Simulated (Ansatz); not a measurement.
# NiBi: the cost of one run

Method: DFT PBEsol, with the methods named in each step, in Ansatz 0.2.0.

## (1) Starting point

It takes space group P6_3/mmc (No. 194, hexagonal). The conventional cell has a = 4.118 Å, b = 4.118 Å, c = 5.244 Å, α = 90.00°, β = 90.00°, γ = 120.00°. Around Ni (site symmetry -3m) lie 2 Ni at 2.62 Å and 6 Bi at 2.71 Å. Around Bi (site symmetry -6m2) lie 6 Ni at 2.71 Å.

As a file:

```cif
data_structure
_symmetry_space_group_name_H-M 'P 1'
_symmetry_Int_Tables_number 1
_cell_length_a 4.1179
_cell_length_b 4.1179
_cell_length_c 5.2438
_cell_angle_alpha 90.000
_cell_angle_beta 90.000
_cell_angle_gamma 120.000
_cell_volume 77.01
loop_
_atom_site_label
_atom_site_type_symbol
_atom_site_fract_x
_atom_site_fract_y
_atom_site_fract_z
_atom_site_occupancy
Ni1 Ni 0.00000 0.00000 0.50000 1
Ni2 Ni 0.00000 0.00000 0.00000 1
Bi1 Bi 0.33333 0.66667 0.25000 1
Bi2 Bi 0.66667 0.33333 0.75000 1
```

Atoms are numbered in the order of the input: Ni1, Ni2, Bi3, Bi4.

## (2) Free moments, LAPW

File input.yaml:

```yaml
crystal:
  lattice:
    - [4.1179380196, 0.0, 0.0]
    - [-2.0589690098, 3.5662389362, 0.0]
    - [0.0, 0.0, 5.24380966]
  atoms:
    - { symbol: Ni, position: [0.0, 0.0, 0.5], spin: 1.5 }
    - { symbol: Ni, position: [0.0, 0.0, 0.0], spin: 1.5 }
    - { symbol: Bi, position: [0.3333333333, 0.6666666667, 0.25] }
    - { symbol: Bi, position: [0.6666666667, 0.3333333333, 0.75] }
magnetization:
  spin_polarized: true
kpoints:
  mp_grid: { grid: [10, 10, 7] }
scf:
  occupations: { method: fermi_dirac, width: 0.05 }
  lower_state_search: "off"
hamiltonian:
  xc: pbesol
  pseudopotentials: { kind: all_electron, lapw: { basis_error: 0.001 } }
output:
  forces: true
  stress: true
  eigenvalues: false
  populations: true
  dos: { projected: true, de: 0.1, e_range: [-8, 5] }
```

Command:

```console
> ansatz run input.yaml --threads 2 --pin off --max-ram 6144MiB --backend cpu --events-out ev --progress --plain --runs-dir out
```

Q: Estimate wall time and peak memory on 2 threads of Arm Neoverse V2, shared host.

About 1.9 min, with a peak of 1.2 GiB.
